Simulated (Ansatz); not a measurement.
# ZnSe5: from a guess to a relaxed structure

The task: take a trial cell of ZnSe5 to zero force and stress.

Computed with Ansatz 0.2.0 (DFT PBE, scalar-relativistic, plane waves, PAW, unless a step's input says otherwise).

### 1 The structure to begin with

It takes space group F-43m (No. 216, cubic). Conventional cell: a = 8.462 Å, b = 8.462 Å, c = 8.462 Å, α = 90.00°, β = 90.00°, γ = 90.00°. Zn (site symmetry -43m) is surrounded by 16 Se at 3.51 to 3.66 Å. Se (site symmetry 3m) is surrounded by 9 Se at 2.99 to 3.51 Å and 3 Zn at 3.51 Å. Se (site symmetry -43m) is surrounded by 12 Se at 3.51 Å and 4 Zn at 3.66 Å.

As a file:

```cif
data_structure
_symmetry_space_group_name_H-M 'F-43m'
_symmetry_Int_Tables_number 216
_cell_length_a 8.4622
_cell_length_b 8.4622
_cell_length_c 8.4622
_cell_angle_alpha 90.000
_cell_angle_beta 90.000
_cell_angle_gamma 90.000
_cell_volume 605.98
loop_
_atom_site_label
_atom_site_type_symbol
_atom_site_symmetry_multiplicity
_atom_site_Wyckoff_symbol
_atom_site_fract_x
_atom_site_fract_y
_atom_site_fract_z
_atom_site_occupancy
Zn1 Zn 4 a 0.00000 0.00000 0.00000 1
Se1 Se 16 e 0.62500 0.12500 0.12500 1
Se2 Se 4 c 0.25000 0.25000 0.25000 1
```

A structure generator made this guess: species swapped into a database cell of ErCu5 (F-43m, No. 216), with Zn on the Er sites and Se on the Cu sites. Lengths come from tabulated atomic sizes and are only a guess.

### 2 A first look at the guess

input.yaml

```yaml
crystal:
  lattice:
    - [0.0, 4.2311167, 4.2311167]
    - [4.2311167, 0.0, 4.2311167]
    - [4.2311167, 4.2311167, 0.0]
  atoms:
    - { symbol: Zn, position: [0.0, 0.0, 0.0] }
    - { symbol: Se, position: [0.375, 0.375, 0.875] }
    - { symbol: Se, position: [0.375, 0.875, 0.375] }
    - { symbol: Se, position: [0.875, 0.375, 0.375] }
    - { symbol: Se, position: [0.375, 0.375, 0.375] }
    - { symbol: Se, position: [0.75, 0.75, 0.75] }
basis:
  ecutwfc: 420
kpoints:
  mp_grid: { grid: [4, 4, 4] }
hamiltonian:
  xc: pbe
scf:
  occupations: { method: gaussian, width: 0.1 }
  lower_state_search: "off"
output:
  forces: true
  stress: true
  eigenvalues: true
```

On the command line:

```console
$ ansatz run input.yaml --threads 1 --pin off --max-ram 2560MiB --backend cpu --events-out ev --progress --plain --runs-dir out
```

The session goes on with these runs: rough relaxation on the coarse mesh; relaxation on the finer mesh.

Q: Predict the outcome of this session. Wanted: conventional cell; volume; energy over the elements; gap on the mesh.

As calculated:

| quantity | value |
| --- | --- |
| symmetry at the end (tolerance 0.05 Å) | space group F-43m (No. 216) |
| conventional cell | a = 8.058 Å, b = 8.058 Å, c = 8.058 Å, α = 90.00°, β = 90.00°, γ = 90.00° |
| volume | 21.80 Å³/atom |
| energy over the elements | +0.69 eV/atom |
| gap on the mesh | none (metal) |

The space group F-43m (No. 216) is kept, and the volume per atom shrinks by 13.7 % from the first guess. The formation energy is positive, so the separate elements lie lower. No finished test with a distortion of lower symmetry is shown, so the end may be a saddle point. The final runs have no spin polarisation, so no magnetic state was tried and one may lie lower.
